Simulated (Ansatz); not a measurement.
**TaAl₃: a line through a two-coordinate scan**

Aim: follow the energy of TaAl₃ (I4/mmm, No. 139; 4 atoms in the cell) along one coordinate, volume per atom, with the other held at c/a of the conventional cell = 2.312.

Program: Ansatz 0.2.0. Level of theory: DFT PBEsol, scalar-relativistic, plane waves, PAW. These are calculated values, not measurements.

## 1. The starting structure

It takes space group I4/mmm (No. 139, tetragonal). Conventional cell: a = 3.829 Å, b = 3.829 Å, c = 8.503 Å, α = 90.00°, β = 90.00°, γ = 90.00°. Ta (site symmetry 4/mmm) is surrounded by 12 Al at 2.71 to 2.86 Å. Al (site symmetry 4/mmm) is surrounded by 4 Ta at 2.71 Å and 8 Al at 2.86 Å. Al (site symmetry -4m2) has 8 Al at 2.71 to 2.86 Å and 4 Ta at 2.86 Å as nearest neighbours.

As a file:

```
CELL_PARAMETERS angstrom
-1.91456 1.91456 4.25149
1.91456 -1.91456 4.25149
1.91456 1.91456 -4.25149
ATOMIC_POSITIONS crystal
Ta 0.50000 0.50000 0.00000
Al 0.00000 0.00000 0.00000
Al 0.75000 0.25000 0.50000
Al 0.25000 0.75000 0.50000
```

This cell was relaxed beforehand with the same method: volume 15.58 Å³/atom, gap on the mesh none (metal).

## 2. Plan of the line

The energy is mapped over volume and the cell's shape.

First coordinate, volume per atom: 7 values from 13.09 to 18.08 Å³. Second coordinate, c/a of the conventional cell: 7 values from 1.968 to 2.505.

Nothing else is relaxed (symmetry fixes all fractional coordinates). Energies count from the relaxed crystal. Points are written as (first, second).

## 3. Point (13.09 Å³, 2.312)

File input.yaml:

```yaml
crystal:
  lattice:
    - [-1.782435336, 1.782435336, 4.1204557663]
    - [1.782435336, -1.782435336, 4.1204557663]
    - [1.782435336, 1.782435336, -4.1204557663]
  atoms:
    - { symbol: Ta, position: [0.5, 0.5, 0.0] }
    - { symbol: Al, position: [0.0, 0.0, 0.0] }
    - { symbol: Al, position: [0.75, 0.25, 0.5] }
    - { symbol: Al, position: [0.25, 0.75, 0.5] }
basis:
  ecutwfc: 420
kpoints:
  mp_grid: { grid: [16, 16, 16] }
hamiltonian:
  xc: pbesol
scf:
  occupations: { method: gaussian, width: 0.15 }
output:
  forces: true
  stress: true
  eigenvalues: true
  write_density: true
  write_potential: true
  elf: true
  volumetric_format: npy
```

Started as:

```bash
ansatz run input.yaml --threads 2 --pin off --max-ram 4096MiB --backend cpu --events-out ev --progress --plain --runs-dir out
```

The session goes on with these runs: the other points of the line.

Q: Predict the outcome of this session. Wanted: for each run, volume per atom; energy; slope; pressure.

**Answer**, as computed:

| volume per atom (Å³) | step | energy (meV/atom) | slope (meV/atom per Å³) | pressure (GPa) |
| --- | --- | --- | --- | --- |
| 13.09 | 3 | 248 | −216 | 34.6 |
| 13.92 | – | 109 | −125 | 20.0 |
| 14.75 | 4 | 35 | −55 | 8.8 |
| 15.58 | 5 | 13 | −2 | 0.3 |
| 16.41 | 6 | 29 | 39 | −6.2 |
| 17.25 | – | 74 | 69 | −11.1 |
| 18.08 | 7 | 142 | 93 | −14.9 |

Energies count from the relaxed crystal. Rows without a step come from runs not printed here or follow by symmetry. Slopes come from the forces and the stress, not from differences of energies.

What this shows: The lowest point of the line is at 15.58 Å³, 13 meV/atom from the zero. Energies and slopes round the minimum, fitted together, put the minimum at 15.617 Å³, with a curvature of about 55 meV/atom per (Å³)². V·d²E/dV² there is about 140 GPa, a bulk modulus under this line's constraint. The well is lopsided: two grid steps out, the energy rises by 96 meV/atom towards smaller values and 62 meV/atom towards larger ones. The highest point, at 13.09 Å³, lies 236 meV/atom above the lowest. This is one cut through a surface in two coordinates; the map's lowest point lies off it. Spin-orbit coupling is left out, which matters for the bands of Ta.
